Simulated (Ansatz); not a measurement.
# CHBF3N: the cost of one run

Computed with Ansatz 0.2.0 (the levels named in each step, unless a step's input says otherwise).

## (1) The structure to begin with

Bond lengths: C1–N2 1.138 Å, F3–B4 1.298 Å, B4–F5 1.304 Å, B4–F6 1.298 Å, C1–H7 1.058 Å. Angles: N2–C1–H7 179.7°, F3–B4–F5 119.6°, F3–B4–F6 120.7°, F5–B4–F6 119.7°.

As a file:

```xyz
7

C    -1.9038    1.6799   -1.8965
N    -2.1275    2.4739   -2.6808
F     1.5198    0.0227    1.5866
B     0.8064   -0.8246    0.9092
F    -0.2533   -0.4103    0.2718
F     1.1364   -2.0791    0.8614
H    -1.6905    0.9438   -1.1664
```

## (2) A rough first relaxation, PBE-D4/def2-SVP

This run stands in another session on the same molecule. It ended at:

```xyz
7

C    -1.7908    1.6779   -1.8093
N    -2.3399    2.4957   -2.4359
F     1.3522    0.1925    1.4135
B     0.7298   -0.8225    0.8449
F    -0.2229   -0.5860   -0.0576
F     1.0356   -2.0672    1.1550
H    -1.2765    0.9160   -1.2253
```

## (3) Relaxation, B2PLYP/def2-TZVPP

Input file input.yaml:

```yaml
crystal:
  periodic: [false, false, false]
  atoms:
    - { symbol: C, position_ang: [-1.79081973, 1.67785531, -1.80930956] }
    - { symbol: "N", position_ang: [-2.33994887, 2.49572116, -2.43586571] }
    - { symbol: F, position_ang: [1.35222907, 0.19247836, 1.41352098] }
    - { symbol: B, position_ang: [0.72984361, -0.82253829, 0.84494792] }
    - { symbol: F, position_ang: [-0.22294332, -0.58603394, -0.05760606] }
    - { symbol: F, position_ang: [1.03555106, -2.06724051, 1.15502403] }
    - { symbol: H, position_ang: [-1.27646181, 0.91598792, -1.2253016] }
basis:
  gaussian: { orbitals: def2-TZVPP }
hamiltonian:
  xc: { name: B2PLYP }
relax:
  f_tol: 0.002
  max_steps: 150
```

The run is started by

```sh
ansatz run input.yaml --threads 4 --pin off --max-ram 10240MiB --backend cpu --events-out ev --progress --plain --runs-dir out
```

Q: Estimate wall time and peak memory on 4 threads of Intel Xeon at 2.50GHz (Skylake/Cascade Lake), shared host.

About 14 min, with a peak of 0.72 GiB.
